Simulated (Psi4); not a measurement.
# quartet Si2NH5F: levels of theory compared

We compute a comparison of 5 runs (U-r2SCAN/6-31G*, UB3LYP/6-31G*, UPBE/6-31G*, UPBE0/6-31G*, USVWN5/6-31G*) of quartet Si2NH5F. 

The calculation is run with Psi4 1.11.

### 1 The system as given

Si2NH5F: 9 atoms, total charge 0, spin state quartet. SMILES of the parent species: `F[SiH2]N[SiH2]`. The shape is that of a PBE0-D4/def2-TZVP optimisation. This is one conformer, not always the lowest. That shape belongs to the parent species and isn't relaxed for this state.

Bond lengths: F1–Si2 1.600 Å, Si2–N3 1.712 Å, N3–Si4 1.736 Å, Si2–H5 1.480 Å, Si2–H6 1.477 Å, N3–H7 1.012 Å, Si4–H8 1.489 Å, Si4–H9 1.494 Å. Some angles: F1–Si2–N3 112.4°, Si2–N3–Si4 128.4°, F1–Si2–H5 106.1°, F1–Si2–H6 106.9°, N3–Si2–H5 109.2°, N3–Si2–H6 108.5°, Si2–N3–H7 115.7°, Si4–N3–H7 115.2°, N3–Si4–H8 106.6°, N3–Si4–H9 109.5°.

### 2 Energy and forces at U-r2SCAN/6-31G(d) (spherical functions) (run 1)

fh5nsi2.dat reads:

```
memory 2200 mb

molecule geom {
  0 4
  F     -1.778200     1.208900    -1.181800
  Si    -0.288000     1.123600    -0.604900
  N      0.241500    -0.491400    -0.403000
  Si     0.023600    -1.533600     0.967900
  H      0.576300     1.799100    -1.598800
  H     -0.302800     1.779800     0.718800
  H      0.600400    -0.942200    -1.234500
  H     -0.246300    -0.650000     2.136200
  H      1.261800    -2.340700     1.182700
  symmetry c1
}

set globals {
  basis 6-31G*
  reference uks
  puream true
  e_convergence 1e-09
  d_convergence 1e-08
  scf_type pk
  dft_radial_points 99
  dft_spherical_points 590
  maxiter 100
}

result, w = gradient('r2scan', return_wfn=True)
oeprop(w, 'QUADRUPOLE', 'DIPOLE', 'MAYER_INDICES')
print_variables()
```

On the command line:

```
$ psi4 -n 1 fh5nsi2.dat fh5nsi2.out
```

fh5nsi2.out:

```text
[...]
  Running in c1 symmetry.
[...]
  Nuclear repulsion =  217.045251544568430
[...]
  Multiplicity = 4
[...]
  Nalpha       = 26
  Nbeta        = 23
[...]
    Number of basis functions: 74
[...]
   @UKS iter   1:  -735.76375933115480    1.84702e-01   1.21745e-02 ADIIS/DIIS
[...]
   @UKS iter  17:  -736.21502194576306   -2.50111e-12   8.61908e-09 DIIS
[...]
   @S^2 Observed:                3.757906316E+00
[...]
    Orbital Energies [Eh]
    ---------------------
    Alpha Occupied:
       1A    -65.900664     2A    -65.849019     3A    -24.515510
       4A    -14.281413     5A     -5.277334     6A     -5.229142
       7A     -3.621018     8A     -3.619346     9A     -3.616255
      10A     -3.573871    11A     -3.571324    12A     -3.568795
      13A     -1.165558    14A     -0.940717    15A     -0.580158
      16A     -0.570257    17A     -0.487208    18A     -0.458182
      19A     -0.428739    20A     -0.416800    21A     -0.408355
      22A     -0.380176    23A     -0.339158    24A     -0.328685
      25A     -0.206721    26A     -0.055923
    Alpha Virtual:
[...]
  @UKS Final Energy:  -736.21502194576306
   => Energetics <=
    Nuclear Repulsion Energy =            217.0452515445684298
    One-Electron Energy =               -1449.6250947288513089
    Two-Electron Energy =                 557.3872007677751981
    DFT Exchange-Correlation Energy =     -61.0223795292552822
    Empirical Dispersion Energy =           0.0000000000000000
    VV10 Nonlocal Energy =                  0.0000000000000000
    Total Energy =                       -736.2150219457630556
  UHF NO Occupations:
  HONO-2 :   24  A 1.0000000
  HONO-1 :   25  A 1.0000000
[...]
  -Total Gradient:
     Atom            X                  Y                   Z
    ------   -----------------  -----------------  -----------------
       1        0.009955038308     0.007528607200     0.004015032837
       2        0.008718626572    -0.077205925929     0.001722190235
       3       -0.008825024592    -0.015740735952     0.025320331273
       4        0.017403125830     0.064916181487    -0.079724869896
       5       -0.002700287454     0.001826158091    -0.001732390588
       6       -0.003824562284     0.000144509537     0.000017650050
       7       -0.017613542354     0.026029595225     0.044384827026
       8        0.002452853267    -0.000828129675     0.002759672301
       9       -0.005184492013    -0.006461901760     0.003209939668
[...]
```

Run time: 52 s. Hardware: 1 thread of Intel Xeon 6975P-C (Granite Rapids), shared host; peak memory 1.4 GiB.

### 3 Energy and forces at UB3LYP/6-31G(d) (spherical functions) (run 2)

fh5nsi2.xyz reads:

```xyz
9
FH5NSi2
F     -1.778200     1.208900    -1.181800
Si    -0.288000     1.123600    -0.604900
N      0.241500    -0.491400    -0.403000
Si     0.023600    -1.533600     0.967900
H      0.576300     1.799100    -1.598800
H     -0.302800     1.779800     0.718800
H      0.600400    -0.942200    -1.234500
H     -0.246300    -0.650000     2.136200
H      1.261800    -2.340700     1.182700
```

run.py reads:

```python
import psi4

psi4.set_memory('2200 MB')
psi4.set_num_threads(1)
psi4.core.set_output_file('output.dat', False)

with open('fh5nsi2.xyz') as f:
    atoms = ''.join(f.readlines()[2:])
mol = psi4.geometry('0 4\n' + atoms + 'symmetry c1')

psi4.set_options({
    'basis': '6-31G*',
    'reference': 'uks',
    'puream': True,
    'e_convergence': 1e-09,
    'd_convergence': 1e-08,
    'scf_type': 'pk',
    'dft_radial_points': 99,
    'dft_spherical_points': 590,
    'maxiter': 100,
})

E, wfn = psi4.gradient("b3lyp", return_wfn=True)
psi4.oeprop(wfn, "WIBERG_LOWDIN_INDICES", "MAYER_INDICES", "DIPOLE", title="B3LYP")
print('gradient / Eh bohr^-1')
print(E.np.round(6))
print(f'energy = {wfn.energy():.10f} Eh')
for k, v in sorted(psi4.core.scalar_variables().items()):
    print(f'{k:45s} {v:18.10f}')
```

On the command line:

```
$ python run.py
```

output.dat:

```text
[...]
  Running in c1 symmetry.
[...]
  Nuclear repulsion =  217.045251544568430
[...]
  Multiplicity = 4
[...]
  Nalpha       = 26
  Nbeta        = 23
[...]
    Number of basis functions: 74
[...]
   @UKS iter   1:  -735.93661670324991    1.25672e-01   1.21383e-02 DIIS/ADIIS
[...]
   @UKS iter  19:  -736.37538504777922   -4.54747e-13   6.49832e-09 DIIS
[...]
   @S^2 Observed:                3.753885916E+00
[...]
  @UKS Final Energy:  -736.37538504777922
   => Energetics <=
    Nuclear Repulsion Energy =            217.0452515445684298
    One-Electron Energy =               -1449.6721919168621753
    Two-Electron Energy =                 545.5967359018784464
    DFT Exchange-Correlation Energy =     -49.3451805773639052
    Empirical Dispersion Energy =           0.0000000000000000
    VV10 Nonlocal Energy =                  0.0000000000000000
    Total Energy =                       -736.3753850477792184
  UHF NO Occupations:
  HONO-2 :   24  A 1.0000000
  HONO-1 :   25  A 1.0000000
[...]
  -Total Gradient:
     Atom            X                  Y                   Z
    ------   -----------------  -----------------  -----------------
       1        0.011423692804     0.006555823013     0.004512635757
       2        0.008680290104    -0.081298114923     0.002981604937
       3       -0.010612010953    -0.010854063201     0.027381419442
       4        0.015333549447     0.065314188613    -0.081577253508
       5       -0.002365889012     0.001740392307    -0.002358986777
       6       -0.003745430039     0.000331889125     0.000739216661
       7       -0.017144303757     0.024516351356     0.042664284350
       8        0.002316574956     0.000005994535     0.002666192152
       9       -0.003926257930    -0.006336604397     0.002960200991
[...]
 Multipole Moments:
 ------------------------------------------------------------------------------------
     Multipole            Electronic (a.u.)      Nuclear  (a.u.)        Total (a.u.)
 ------------------------------------------------------------------------------------
 L = 1.  Multiply by 2.5417464519 to convert [e a0] to [Debye]
 Dipole X            :         -4.2954778            4.8875406            0.5920629
 Dipole Y            :          2.1182072           -1.6512751            0.4669321
 Dipole Z            :         -3.3071272            2.9265060           -0.3806212
 Magnitude           :                                                    0.8446517
[...]
```

On the terminal:

```text
gradient / Eh bohr^-1
[[ 1.1424e-02  6.5560e-03  4.5130e-03]
 [ 8.6800e-03 -8.1298e-02  2.9820e-03]
 [-1.0612e-02 -1.0854e-02  2.7381e-02]
 [ 1.5334e-02  6.5314e-02 -8.1577e-02]
 [-2.3660e-03  1.7400e-03 -2.3590e-03]
 [-3.7450e-03  3.3200e-04  7.3900e-04]
 [-1.7144e-02  2.4516e-02  4.2664e-02]
 [ 2.3170e-03  6.0000e-06  2.6660e-03]
 [-3.9260e-03 -6.3370e-03  2.9600e-03]]
energy = -736.3753850478 Eh
CURRENT ENERGY                                   -736.3753850478
CURRENT REFERENCE ENERGY                         -736.3753850478
DD SOLVATION ENERGY                                 0.0000000000
DFT FUNCTIONAL TOTAL ENERGY                      -736.3753850478
DFT TOTAL ENERGY                                 -736.3753850478
DFT VV10 ENERGY                                     0.0000000000
DFT XC ENERGY                                     -49.3451805774
GRID ELECTRONS ALPHA                               26.0000012863
GRID ELECTRONS BETA                                23.0000004246
GRID ELECTRONS TOTAL                               49.0000017109
NUCLEAR REPULSION ENERGY                          217.0452515446
ONE-ELECTRON ENERGY                             -1449.6721919169
PCM POLARIZATION ENERGY                             0.0000000000
PE ENERGY                                           0.0000000000
SCF ITERATION ENERGY                             -736.3753850478
SCF ITERATIONS                                     19.0000000000
SCF TOTAL ENERGY                                 -736.3753850478
TWO-ELECTRON ENERGY                               545.5967359019
XC GRID RADIAL POINTS                              99.0000000000
XC GRID SPHERICAL POINTS                          590.0000000000
XC GRID TOTAL POINTS                           498460.0000000000
```

Wall time 30 s (1 thread of Intel Xeon 6975P-C (Granite Rapids), shared host); peak memory 1.2 GiB.

### 4 Energy and forces at UPBE/6-31G(d) (spherical functions) (run 3)

job.inp reads:

```
memory 2.2 GB

molecule m {
  0 4
  F
  Si 1 1.600246
  N 2 1.711537 1 112.39074
  Si 3 1.735808 2 128.38013 1 -87.09924
  H 2 1.480254 1 106.10212 3 119.30613
  H 2 1.477498 5 113.87365 1 -117.24676
  H 3 1.011643 2 115.67555 6 -159.48388
  H 4 1.48947 3 106.62122 7 169.1777
  H 4 1.493549 8 110.97708 3 119.19123
  symmetry c1
}

set basis 6-31G*
set reference uks
set puream true
set e_convergence 1e-09
set d_convergence 1e-08
set scf_type pk
set dft_radial_points 99
set dft_spherical_points 590
set maxiter 100

energy_value, wavefunction = gradient("pbe", return_wfn=True)
oeprop(wavefunction, "DIPOLE", "QUADRUPOLE", "LOWDIN_CHARGES", title="PBE")
```

On the command line:

```
$ psi4 job.inp job.out -n 1
```

job.out:

```text
[...]
  Running in c1 symmetry.
[...]
  Nuclear repulsion =  217.045219290877668
[...]
  Multiplicity = 4
[...]
  Nalpha       = 26
  Nbeta        = 23
[...]
    Number of basis functions: 74
[...]
   @UKS iter   1:  -735.35013869040517    3.10994e-01   1.31210e-02 DIIS/ADIIS
[...]
   @UKS iter  17:  -735.86800188446455   -2.04636e-12   2.68750e-09 DIIS
[...]
   @S^2 Observed:                3.753386465E+00
[...]
    Orbital Energies [Eh]
    ---------------------
    Alpha Occupied:
       1A    -65.472971     2A    -65.435809     3A    -24.281277
       4A    -14.084230     5A     -5.115864     6A     -5.082008
       7A     -3.528854     8A     -3.527088     9A     -3.524230
      10A     -3.495238    11A     -3.492648    12A     -3.491388
      13A     -1.097916    14A     -0.871515    15A     -0.548967
      16A     -0.539641    17A     -0.460484    18A     -0.425158
      19A     -0.407076    20A     -0.393369    21A     -0.370833
      22A     -0.356511    23A     -0.332586    24A     -0.311275
      25A     -0.190815    26A     -0.049284
    Alpha Virtual:
[...]
  @UKS Final Energy:  -735.86800188446455
   => Energetics <=
    Nuclear Repulsion Energy =            217.0452192908776681
    One-Electron Energy =               -1449.8234302176845176
    Two-Electron Energy =                 557.5362547655265644
    DFT Exchange-Correlation Energy =     -60.6260457231841912
    Empirical Dispersion Energy =           0.0000000000000000
    VV10 Nonlocal Energy =                  0.0000000000000000
    Total Energy =                       -735.8680018844645474
  UHF NO Occupations:
  HONO-2 :   24  A 1.0000000
  HONO-1 :   25  A 1.0000000
[...]
  -Total Gradient:
     Atom            X                  Y                   Z
    ------   -----------------  -----------------  -----------------
       1        0.000763602180     0.006442636751     0.022851735037
       2       -0.002029462132    -0.068495354353     0.001776116145
       3       -0.025288157606    -0.009222903571    -0.003672033024
       4        0.067847231005     0.059932926383    -0.002926764947
       5       -0.003015859493    -0.001624729453    -0.003279637344
       6        0.003832343949    -0.002198284559    -0.005351922206
       7       -0.042180057688     0.024026951024     0.000648507582
       8        0.004465812756    -0.003932000030     0.001964161032
       9       -0.004375551060    -0.004968897020    -0.012067664601
[...]
```

Run time: 27 s. Hardware: 1 thread of Intel Xeon 6975P-C (Granite Rapids), shared host; peak memory 1.2 GiB.

Run 4 isn't shown in full; the table further down has it.

### 5 Energy and gradient at USVWN5/6-31G(d) (spherical functions) (run 5)

fh5nsi2.in reads:

```
memory 2200 mb

molecule system {
  0 4
  F
  Si 1 r2
  N 2 r3 1 a3
  Si 3 r4 2 a4 1 d4
  H 2 r5 1 a5 3 d5
  H 2 r6 5 a6 1 d6
  H 3 r7 2 a7 6 d7
  H 4 r8 3 a8 7 d8
  H 4 r9 8 a9 3 d9

  r2 = 1.600246
  r3 = 1.711537
  a3 = 112.39074
  r4 = 1.735808
  a4 = 128.38013
  d4 = -87.09924
  r5 = 1.480254
  a5 = 106.10212
  d5 = 119.30613
  r6 = 1.477498
  a6 = 113.87365
  d6 = -117.24676
  r7 = 1.011643
  a7 = 115.67555
  d7 = -159.48388
  r8 = 1.48947
  a8 = 106.62122
  d8 = 169.1777
  r9 = 1.493549
  a9 = 110.97708
  d9 = 119.19123
  units angstrom
  symmetry c1
}

set {
  basis                6-31G*
  reference            uks
  puream               true
  e_convergence        1e-09
  d_convergence        1e-08
  scf_type             pk
  dft_radial_points    99
  dft_spherical_points 590
  maxiter              100
}

energy_value, wavefunction = gradient('scf', dft_functional={"name": "SVWN5", "x_functionals": {"LDA_X": {}}, "c_functionals": {"LDA_C_VWN": {}}}, return_wfn=True)
oeprop(wavefunction, 'LOWDIN_CHARGES', 'MAYER_INDICES', 'MULLIKEN_CHARGES', title='SCF')
```

On the command line:

```
$ psi4 -n 1 fh5nsi2.in fh5nsi2.out
```

fh5nsi2.out:

```text
[...]
  Running in c1 symmetry.
[...]
  Nuclear repulsion =  217.045219290877668
[...]
  Multiplicity = 4
[...]
  Nalpha       = 26
  Nbeta        = 23
[...]
    Number of basis functions: 74
[...]
   @UKS iter   1:  -732.36469949277034    3.78672e-01   1.34536e-02 DIIS/ADIIS
[...]
   @UKS iter  17:  -732.90181653147602   -7.50333e-12   8.17558e-09 DIIS
[...]
   @S^2 Observed:                3.752045756E+00
[...]
  @UKS Final Energy:  -732.90181653147602
   => Energetics <=
    Nuclear Repulsion Energy =            217.0452192908776681
    One-Electron Energy =               -1449.8623548694292822
    Two-Electron Energy =                 557.5077089847133038
    DFT Exchange-Correlation Energy =     -57.5923899376377051
    Empirical Dispersion Energy =           0.0000000000000000
    VV10 Nonlocal Energy =                  0.0000000000000000
    Total Energy =                       -732.9018165314760154
  UHF NO Occupations:
  HONO-2 :   24  A 1.0000000
  HONO-1 :   25  A 1.0000000
[...]
 Multipole Moments:
 ------------------------------------------------------------------------------------
     Multipole            Electronic (a.u.)      Nuclear  (a.u.)        Total (a.u.)
 ------------------------------------------------------------------------------------
 L = 1.  Multiply by 2.5417464519 to convert [e a0] to [Debye]
 Dipole X            :          1.4110020           -0.9670872            0.4439148
 Dipole Y            :          1.7810994           -1.3478974            0.4332019
 Dipole Z            :         -5.1594208            5.6944822            0.5350614
 Magnitude           :                                                    0.8191550
[...]
  -Total Gradient:
     Atom            X                  Y                   Z
    ------   -----------------  -----------------  -----------------
       1        0.001817643174     0.005267082202     0.010546935380
       2       -0.004436041457    -0.048181043686     0.006936777259
       3       -0.012141179383    -0.011434940208    -0.003399774481
       4        0.048938127761     0.047801574363     0.008524471505
       5       -0.003524599943    -0.002836661415    -0.002001168213
       6        0.006257142814    -0.002691679184    -0.006249384209
       7       -0.039718143227     0.022869241676     0.000580404077
       8        0.006801776730    -0.005846774110     0.000852361354
       9       -0.003977373374    -0.004971335869    -0.015837092932
[...]
```

It took 18 s on 1 thread of Intel Xeon 6975P-C (Granite Rapids), shared host; peak memory 0.52 GiB.

### 6 The series

```tsv
run	level	task	energy (Eh)	dipole moment (D)	HOMO energy (eV)	⟨S²⟩	wall time
1	U-r2SCAN/6-31G* (spherical functions)	gradient	-736.215022	2.31	-1.52	3.758	52 s
2	UB3LYP/6-31G* (spherical functions)	gradient	-736.375385	2.15	-1.77	3.754	30 s
3	UPBE/6-31G* (spherical functions)	gradient	-735.868002	2.10	-1.34	3.753	27 s
4	UPBE0/6-31G* (spherical functions)	energy	-735.931055	2.40	-2.04	3.755	24 s
5	USVWN5/6-31G* (spherical functions)	gradient	-732.901817	2.08	-1.37	3.752	18 s
```

### 7 Summary of results

```
                                 quantity          value
                      run 5: total energy  -732.90182 Eh
                     run 5: dipole moment         2.08 D
run 5: HOMO energy (highest over α and β)       -1.37 eV
                              run 5: ⟨S²⟩          3.752
          run 5: largest force on an atom     3.545 eV/Å
```

The dipole moment (its size) runs from 2.08 D (USVWN5/6-31G*) to 2.40 D (UPBE0/6-31G*). Totals of different functionals can't be ranked against each other. All runs together took 2.5 min, the longest 52 s.
